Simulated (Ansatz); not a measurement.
## HfIn4SiO6: relaxation of cell and atoms with PBEsol+D3(BJ)

Crystal: HfIn4SiO6.

```xyz
12
Lattice="5.3316 0.0159 -0.0484 -2.5793 4.8820 -0.0191 -1.5181 -1.2222 9.4552" Properties=species:S:1:pos:R:3 pbc="T T T"
Hf    0.4788   -0.1503    3.7956
In   -2.0281    1.7443    8.2116
In    0.4038    3.1078    3.2589
In    2.0643    1.3901    1.1100
In    2.8549    1.2057    5.2841
Si    2.1961    4.5946    0.2960
O    -0.3796    1.3897    4.6000
O     2.3277    3.2702    4.5516
O     1.3322    1.9300    9.2685
O     4.9498   -0.2322    1.9726
O    -1.2826   -0.1993    9.2428
O     0.5784    4.6309   -0.0414
```

The cell was built by a generator and needn't be a form met in nature.

```json
{"Program": "Ansatz 0.2.0", "Task": "relaxation of cell and atoms", "Functional": "PBEsol", "Dispersion": "D3(BJ)", "Potentials or basis": "Ansatz PAW", "Cutoff": "420 eV (not typed: the program's choice for these potentials)", "k mesh": "4 × 4 × 2", "Occupations": "fermi-dirac, width 0.05 eV", "Spin": "no spin polarisation"}
```

```yaml
Relaxed_volume: 18.56 Å³/atom
Relaxed_cell: a = 5.221 Å, b = 5.303 Å, c = 9.308 Å, α = 92.37°, β = 99.49°, γ = 117.83°
Space_group_after_relaxing_to_0.05_Å: P1 (No. 1)
Energy_gained_by_relaxing: 23.5 meV/atom
Ionic_steps: 15
Pressure_after_relaxing: 0.0 GPa
Largest_force_after_relaxing: 0.009 eV/Å
Band_gap_on_the_k_mesh: 1.05 eV, indirect (least direct gap 1.09 eV)
```

Forces on the atoms (eV/Å):
```
Hf  -0.005  0.002 -0.002
In   0.000  0.001  0.003
In   0.003 -0.001 -0.001
In  -0.003  0.001  0.001
In  -0.001  0.002  0.000
Si   0.006 -0.005  0.001
O    0.002 -0.003  0.000
O    0.000  0.000 -0.001
O    0.001  0.004  0.001
O    0.001  0.001  0.005
O    0.002  0.003 -0.005
O   -0.007 -0.003 -0.003
```

The path:
```tsv
step	energy change (eV)	largest force (eV/Å)	volume (Å³)
1	0.0000	0.3610	245.86
2	-0.0723	1.1400	215.07
3	-0.2843	0.2594	228.06
4	-0.2977	0.2235	226.12
5	-0.3081	0.2967	223.71
6	-0.3093	0.1288	223.55
7	-0.3118	0.0778	223.89
8	-0.3121	0.0147	223.91
9	-0.3118	0.0111	224.05
10	-0.3119	0.0044	224.00
11	-0.2815	0.0045	224.00
12	-0.2854	0.0461	222.50
13	-0.2854	0.0265	222.67
14	-0.2854	0.0088	222.72
15	-0.2823	0.0086	222.72
```

Final structure:
```yaml
crystal:
  lattice:
    - [5.22051, 0.03516, -0.03371]
    - [-2.50745, 4.67306, -0.02431]
    - [-1.46811, -1.17712, 9.11618]
  atoms:
    - { symbol: Hf, position: [0.23937, 0.07644, 0.40759] }
    - { symbol: In, position: [0.14700, 0.56691, 0.86564] }
    - { symbol: In, position: [0.52322, 0.73166, 0.34134] }
    - { symbol: In, position: [0.57720, 0.30319, 0.12868] }
    - { symbol: In, position: [0.87588, 0.37986, 0.56598] }
    - { symbol: Si, position: [0.88206, 0.94274, 0.03421] }
    - { symbol: O, position: [0.27518, 0.42812, 0.49634] }
    - { symbol: O, position: [0.94448, 0.79267, 0.49376] }
    - { symbol: O, position: [0.84478, 0.62315, 0.98865] }
    - { symbol: O, position: [0.97779, 0.01295, 0.21527] }
    - { symbol: O, position: [0.14894, 0.20046, 0.97339] }
    - { symbol: O, position: [0.56410, 0.94185, 0.98915] }
```

Levels at points of the mesh, in eV from the valence-band top:
| k point | band 55 | band 56 | band 57 | band 58 | band 59 | band 60 | band 61 | band 62 | band 63 | band 64 |
| --- | --- | --- | --- | --- | --- | --- | --- | --- | --- | --- |
| (0.00, 0.00, 0.00) | -2.98 | -2.82 | -2.00 | -1.45 | -0.05 | 1.05 | 2.34 | 2.94 | 3.17 | 3.50 |
| (0.00, 0.00, -0.50) | -3.02 | -2.83 | -2.68 | -0.87 | -0.39 | 1.51 | 1.69 | 2.95 | 3.26 | 3.59 |
| (0.00, -0.50, 0.00) | -2.98 | -2.25 | -1.88 | -1.34 | -0.48 | 1.48 | 2.13 | 2.70 | 2.86 | 3.51 |
| (0.00, -0.50, -0.50) | -2.93 | -2.31 | -1.87 | -1.41 | -0.62 | 1.97 | 2.41 | 2.63 | 2.88 | 3.39 |
| (-0.50, 0.00, 0.00) | -2.97 | -2.34 | -2.07 | -1.00 | -0.30 | 1.40 | 1.93 | 2.41 | 2.58 | 3.47 |
| (-0.50, 0.00, -0.50) | -2.97 | -2.27 | -2.09 | -1.00 | -0.24 | 1.19 | 1.93 | 2.49 | 2.87 | 3.32 |
| (-0.50, -0.50, 0.00) | -2.93 | -2.42 | -2.13 | -1.54 | -0.23 | 2.04 | 2.32 | 2.53 | 2.93 | 3.35 |
| (-0.50, -0.50, -0.50) | -2.94 | -2.34 | -2.03 | -1.76 | 0.00 | 1.73 | 2.03 | 2.65 | 3.16 | 3.36 |

It took 80 s on 8 threads of Arm Neoverse V1 (shared host), peak memory 1.2 GiB.

Caveat: the plane-wave basis is chosen anew once the cell has moved, so the energies of steps on either side of that aren't comparable; the pressure holds a Pulay correction of +0.4 GPa for the finite cutoff; spin-orbit coupling is left out, which moves the levels of the heavy elements; the PAW data sets come from PBE, with cores solved anew for the run's functional, which leaves a small shift of forces and pressure. A k mesh can miss the band edges.
